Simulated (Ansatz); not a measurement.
Working through a single point from an input typed as a dict of BaAlSn, space group P-6m2

With Ansatz 0.2.0, Python API.

Run as a notebook:

```python
import json

import ansatz as az
import numpy as np
```

```python
deck = {
    "crystal": {
        "lattice": [[4.696504, 0.0, 0.0], [-2.348252, 4.067292, 0.0], [0.0, 0.0, 5.177444]],
        "atoms": [
            {"symbol": "Ba", "position": [0.666667, 0.333333, 0.0]},
            {"symbol": "Al", "position": [0.0, 0.0, 0.5]},
            {"symbol": "Sn", "position": [0.333333, 0.666667, 0.5]},
        ],
    },
    "kpoints": {"mp_grid": {"grid": [6, 6, 5]}},
    "hamiltonian": {"xc": "lda"},
    "scf": {
        "occupations": {"method": "fermi_dirac", "width": 0.15},
        "eigensolver": {"kind": "davidson"},
    },
    "basis": {"ecutwfc": 510, "precision": "f64"},
    "output": {"forces": True, "stress": True},
}
```

```python
res = az.Session.from_dict(deck).plan(threads=1).execute()
r = res.report
```

    DeckWarning: the atoms were moved onto the symmetric positions of the space group found under crystal.symmetry.tolerance 1.0e-5 (fractional; no operation is sought that the atoms, as they stand in a [...]

```python
[(site.symbol, site.position_frac.round(4).tolist()) for site in res.lattice.sites]
```

    [(<Element.BA: 'Ba'>, [0.6667, 0.3333, 0.0]), (<Element.AL: 'Al'>, [0.0, 0.0, 0.5]),
     (<Element.SN: 'Sn'>, [0.3333, 0.6667, 0.5])]

```python
energy = r["free_energy_ev"]
print("BaAlSn: {:.6f} eV = {:.6f} Ry = {:.6f} Ha".format(energy, energy / 13.605693, energy / 27.211386))
print("Fermi level {:.4f} eV, {} k-points, {} symmetry operations".format(r["fermi_energy_ev"], r["n_kpoints"], r["n_symmetry_ops"]))
```

    BaAlSn: -12173.517164 eV = -894.737017 Ry = -447.368508 Ha
    Fermi level 7.5032 eV, 21 k-points, 12 symmetry operations

```python
# forces in eV per angstrom
print("forces (eV/A)")
for site, force in zip(res.lattice.sites, r["forces_ev_ang"]):
    print(f"  {site.symbol:2s} {force[0]:9.4f} {force[1]:9.4f} {force[2]:9.4f}")
```

    forces (eV/A)
      Ba    0.0000    0.0000    0.0000
      Al    0.0000   -0.0000    0.0000
      Sn   -0.0000    0.0000    0.0000

```python
# pressure is a third of the trace
sigma = r["stress_gpa"]
voigt = [sigma[0][0], sigma[1][1], sigma[2][2], sigma[1][2], sigma[0][2], sigma[0][1]]
print("stress xx yy zz yz xz xy (GPa, compression positive):", " ".join(f"{s:.3f}" for s in voigt))
print("P =", round(10 * float(np.mean(voigt[:3])), 2), "kbar")

terms = r["components"]
{name: round(terms[name], 3) for name in ("e_kinetic", "e_hartree", "e_xc", "e_local", "e_nonlocal")}
```

    stress xx yy zz yz xz xy (GPa, compression positive): -3.108 -3.108 -2.765 0.000 0.000 0.000
    P = -29.94 kbar
    {'e_kinetic': 378.042,
     'e_hartree': 806.614,
     'e_xc': -583.585,
     'e_local': -1547.222,
     'e_nonlocal': 43.258}

```python
keep = ["free_energy_ev", "energy_sigma0_ev", "fermi_energy_ev", "n_iterations", "converged", "magnetization_mub", "n_kpoints"]
with open("baalsn.json", "w") as handle:
    json.dump({key: r[key] for key in keep}, handle, indent=1)
```

File `baalsn.json` afterwards:
```json
{
 "free_energy_ev": -12173.517164045144,
 "energy_sigma0_ev": -12173.459276174799,
 "fermi_energy_ev": 7.5032328697588735,
 "n_iterations": 7,
 "converged": true,
 "magnetization_mub": 0.0,
 "n_kpoints": 21
}
```

Notes:
- The settings weren't tested for convergence.
- The energy terms are those on the plane-wave grid, with the one-centre PAW part apart; the terms shown are only some of the summands, so they needn't add up to F.
- The mesh is modest for a metal, so energies can be off by several to tens of meV an atom and pressures by half a GPa or more; differences at equal mesh fare better.
- An absolute Fermi energy rests on an arbitrary zero of the periodic potential and has no direct meaning.
- The structure comes from a database of computed cells and needn't be a stable or known phase.
- Warnings are shown shortened and without file and line.
- Run time: 7.3 s on 1 thread of Arm Neoverse V1, on a shared host, peak memory 0.39 GiB.

(Lines on the test bed's own set-up are left out of the output.)
